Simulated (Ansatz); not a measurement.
# C3H6BN: up Jacob's ladder to CCSD(T)

One table from this session's results is given with a row withheld; the runs are named, their logs left out.

The runs use Ansatz 0.2.0, Gaussian basis; functionals in def2-TZVPP, the program's frozen cores in correlated methods.

Plan: LDA (SPW92), PBE-D4, revPBE-D4, BLYP-D4, r2SCAN-D4, B97M-V, PBE0-D4, B3LYP-D4, r2SCANh-D4, r2SCAN0-D4, HSE06-D4, BHLYP-D4, CAM-B3LYP-D4, LC-ωPBE, ωB97X-V, ωB97M-V, B2PLYP, PBE-QIDH; CCSD(T)/def2-SVP; CCSD(T)/def2-TZVPP; MP2/def2-QZVPP; extrapolation to the limit; RPA on PBE.

## The geometry

An earlier PBE0-D4 in a triple-zeta def2 set relaxation fixed the geometry.

11 atoms, charge 0, spin multiplicity 1.

Atoms are counted from 1 here; the program's logs count them from 0.

Bond lengths: B1–C2 1.614 Å, B1–C3 1.614 Å, B1–H6 1.205 Å, B1–H7 1.202 Å, C2–C3 1.655 Å, C2–C4 1.388 Å, C2–H8 1.088 Å, C3–C4 1.388 Å, C3–H9 1.088 Å, C4–N5 1.321 Å, N5–H10 1.004 Å, N5–H11 1.004 Å. Angles: C2–B1–C3 61.7°, C2–B1–H6 116.4°, C2–B1–H7 115.6°, C3–B1–H6 116.4°, C3–B1–H7 115.6°, H6–B1–H7 118.6°, B1–C2–C3 59.1°, B1–C2–C4 101.6°, B1–C2–H8 131.3°, C3–C2–C4 53.4°, C3–C2–H8 130.7°, C4–C2–H8 121.4°, B1–C3–C2 59.1°, B1–C3–C4 101.6°, B1–C3–H9 131.3°, C2–C3–C4 53.4°, C2–C3–H9 130.7°, C4–C3–H9 121.4° and more.

The first run:

in.yaml reads:

```yaml
crystal:
  periodic: [false, false, false]
  atoms:
    - {symbol: B, position_ang: [-0.068162, 1.134506, 1.264985]}
    - {symbol: C, position_ang: [-0.555908, -0.299167, 0.707705]}
    - {symbol: C, position_ang: [-0.037779, 0.883123, -0.328683]}
    - {symbol: C, position_ang: [0.273250, -0.468454, -0.392966]}
    - {symbol: N, position_ang: [0.677712, -1.393222, -1.245715]}
    - {symbol: H, position_ang: [-0.929216, 1.871285, 1.674833]}
    - {symbol: H, position_ang: [1.003379, 1.142583, 1.809917]}
    - {symbol: H, position_ang: [-1.514245, -0.809654, 0.779994]}
    - {symbol: H, position_ang: [-0.551785, 1.386530, -1.145148]}
    - {symbol: H, position_ang: [1.153773, -1.136709, -2.091760]}
    - {symbol: H, position_ang: [0.614283, -2.367821, -1.012562]}
basis:
  gaussian: {orbitals: def2-TZVPP}
hamiltonian: {xc: lda}
output: {orbitals: {seedname: orbitals}}
```

Command:

```
> ansatz run in.yaml --threads 2 --pin off --events-out ev --progress --plain --max-ram 4352MiB
```

Steps of the session up to this table: LDA; PBE-D4 (GGA); revPBE-D4 (GGA); BLYP-D4 (GGA); r2SCAN-D4 (meta-GGA); B97M-V (meta-GGA); B3LYP-D4 (hybrid); r2SCANh-D4 (hybrid); r2SCAN0-D4 (hybrid); HSE06-D4 (hybrid); BHLYP-D4 (hybrid); CAM-B3LYP-D4 (range-separated); LC-ωPBE (range-separated); ωB97X-V (range-separated); ωB97M-V (range-separated); B2PLYP (double hybrid); PBE-QIDH (double hybrid).

One of the session's tables, all rows but one given; the rest of the session is left out.

It belongs to the step «Orbital energies across the functionals». 

```
  functional  HOMO (eV)  gap (eV)
 LDA (SPW92)      -5.73      4.23
      PBE-D4      -5.66      4.37
   revPBE-D4      -5.62      4.41
     BLYP-D4          ?         ?
   r2SCAN-D4      -5.88      4.85
      B97M-V      -5.93      4.94
     PBE0-D4      -6.86      6.58
    B3LYP-D4      -6.68      6.16
  r2SCANh-D4      -6.33      5.67
  r2SCAN0-D4      -7.01      6.89
    HSE06-D4      -6.46      5.80
    BHLYP-D4      -7.97      8.79
CAM-B3LYP-D4      -8.21      9.06
     LC-ωPBE      -9.54     11.55
     ωB97X-V      -9.19     11.13
     ωB97M-V      -9.07     10.78
```

Q: Estimate the row for BLYP-D4 from the others.

Worked estimate for «HOMO (eV)». Against the share of exact exchange, B3LYP-D4 (0.2, -6.68), BHLYP-D4 (0.5, -7.97) give a slope of -4.30 per unit share; at 0 the line stands at -5.82.

The run gave: HOMO (eV): -5.56; gap (eV): 4.40. In «HOMO (eV)» the line misses by -0.26.
